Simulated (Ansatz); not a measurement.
# C2H7FOSi: the cost of one run

Program: Ansatz 0.2.0. Level of theory: RKS r2SCAN/def2-SVP. These are calculated values, not measurements.

## 1. Starting point

Bond lengths: C1–C2 1.492 Å, C2–O3 1.417 Å, C2–Si4 1.887 Å, Si4–F5 1.635 Å, C1–H6 1.091 Å, C1–H7 1.144 Å, C1–H8 1.047 Å, C2–H9 1.113 Å, O3–H10 0.986 Å, Si4–H11 1.547 Å, Si4–H12 1.433 Å. Angles (14 of 19 angles, heavy atoms first): C1–C2–O3 104.0°, C1–C2–Si4 116.5°, O3–C2–Si4 115.2°, C2–Si4–F5 108.3°, C1–C2–H9 107.1°, O3–C2–H9 105.8°, Si4–C2–H9 107.4°, C2–C1–H6 113.7°, C2–C1–H7 109.9°, C2–C1–H8 113.5°, C2–O3–H10 109.6°, C2–Si4–H11 109.2°, C2–Si4–H12 112.1°, F5–Si4–H11 105.3°.

Structure file:

```xyz
12

C    -0.6999    0.3786    1.2183
C     0.4150    0.1654    0.2497
O     1.2916   -0.7179    0.9264
Si   -0.0741   -0.3652   -1.4940
F    -0.9439    0.8408   -2.1733
H    -0.3777    0.8023    2.1705
H    -1.4235    1.1655    0.8113
H    -1.2614   -0.4844    1.4058
H     0.9632    1.1303    0.1630
H     2.1648   -0.7318    0.4680
H    -1.0438   -1.5676   -1.4066
H     1.0667   -0.6712   -2.3051
```

## 2. End point A

input.yaml reads:

```yaml
crystal:
  periodic: [false, false, false]
  atoms:
    - { symbol: C, position_ang: [-0.6999, 0.3786, 1.2183] }
    - { symbol: C, position_ang: [0.415, 0.1654, 0.2497] }
    - { symbol: O, position_ang: [1.2916, -0.7179, 0.9264] }
    - { symbol: Si, position_ang: [-0.0741, -0.3652, -1.494] }
    - { symbol: F, position_ang: [-0.9439, 0.8408, -2.1733] }
    - { symbol: H, position_ang: [-0.3777, 0.8023, 2.1705] }
    - { symbol: H, position_ang: [-1.4235, 1.1655, 0.8113] }
    - { symbol: H, position_ang: [-1.2614, -0.4844, 1.4058] }
    - { symbol: H, position_ang: [0.9632, 1.1303, 0.163] }
    - { symbol: H, position_ang: [2.1648, -0.7318, 0.468] }
    - { symbol: H, position_ang: [-1.0438, -1.5676, -1.4066] }
    - { symbol: H, position_ang: [1.0667, -0.6712, -2.3051] }
basis:
  gaussian: { orbitals: def2-SVP }
hamiltonian:
  xc: r2scan
relax:
  f_tol: 0.02
  max_steps: 50
```

Command:

```
> ansatz run input.yaml --threads 2 --pin off --max-ram 3072MiB --backend cpu --events-out ev --progress --plain --runs-dir out
```

**Question.** How long does this run take on 2 threads of Arm Neoverse V1, shared host, and how much memory does it need?

About 33 s, with a peak of 0.17 GiB.
